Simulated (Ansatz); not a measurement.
**CH₆AlNSi: basis-set convergence**

An exercise on one series of results from a longer session: the logs are not shown, and one member is left open.

Computed with Ansatz 0.2.0, Gaussian basis. Level: one geometry, several basis sets.

The runs, in order: PBE0-D4/def2-SVP; ωB97M-V/def2-SVP; PBE0-D4/def2-QZVPP; ωB97M-V/def2-QZVPP; the functionals' def2-TZVPP values are taken from earlier runs.

**The geometry**

The geometry comes from an earlier relaxation with PBE0-D4 in a triple-zeta def2 set; it is a stationary point, not always the lowest conformer.

SMILES `[AlH2][N]1C[SiH2]1`, 10 atoms, charge 0, spin multiplicity 1.

Atoms are counted from 1 here; the program's logs count them from 0.

Bond lengths: Al1–N2 1.764 Å, Al1–H5 1.584 Å, Al1–H6 1.585 Å, N2–C3 1.493 Å, N2–Si4 1.711 Å, C3–Si4 1.826 Å, C3–H7 1.089 Å, C3–H8 1.089 Å, Si4–H9 1.480 Å, Si4–H10 1.480 Å. Angles: N2–Al1–H5 117.0°, N2–Al1–H6 119.1°, H5–Al1–H6 123.9°, Al1–N2–C3 137.4°, Al1–N2–Si4 153.5°, C3–N2–Si4 69.1°, N2–C3–Si4 61.1°, N2–C3–H7 115.6°, N2–C3–H8 115.6°, Si4–C3–H7 120.8°, Si4–C3–H8 120.8°, H7–C3–H8 112.8°, N2–Si4–C3 49.8°, N2–Si4–H9 118.8°, N2–Si4–H10 118.8°, C3–Si4–H9 121.4°, C3–Si4–H10 121.4°, H9–Si4–H10 112.7°.

The first run:

File in.yaml:

```yaml
crystal:
  periodic: [false, false, false]
  atoms:
    - {symbol: Al, position_ang: [-0.211763, 1.961451, 0.163836]}
    - {symbol: N, position_ang: [-0.004050, 0.219859, -0.027365]}
    - {symbol: C, position_ang: [-0.123911, -1.001756, 0.822939]}
    - {symbol: Si, position_ang: [0.364006, -1.188254, -0.927243]}
    - {symbol: H, position_ang: [0.051352, 2.862236, -1.111772]}
    - {symbol: H, position_ang: [-0.644219, 2.535351, 1.576132]}
    - {symbol: H, position_ang: [0.612861, -1.094755, 1.619329]}
    - {symbol: H, position_ang: [-1.132434, -1.250664, 1.149492]}
    - {symbol: H, position_ang: [-0.599562, -1.653236, -1.950365]}
    - {symbol: H, position_ang: [1.770820, -1.441533, -1.312183]}
basis:
  gaussian: {orbitals: def2-SVP}
hamiltonian: {xc: pbe0, dispersion: d4}
output: {orbitals: {seedname: orbitals}}
```

Steps of the session up to this table: PBE0-D4 in def2-SVP; ωB97M-V in def2-SVP; PBE0-D4 in def2-QZVPP; ωB97M-V in def2-QZVPP.

One of the session's tables, all rows but one given; the rest of the session is left out.

It belongs to the step «Density functionals: the series». 

```
functional       basis  HOMO (eV)
   PBE0-D4    def2-SVP          ?
   PBE0-D4  def2-TZVPP      -7.24
   PBE0-D4  def2-QZVPP      -7.25
   ωB97M-V    def2-SVP      -9.42
   ωB97M-V  def2-TZVPP      -9.52
   ωB97M-V  def2-QZVPP      -9.53
```

Estimate the missing values for PBE0-D4, def2-SVP.

As computed: HOMO (eV): -7.18. In the column «HOMO (eV)» it is the highest.
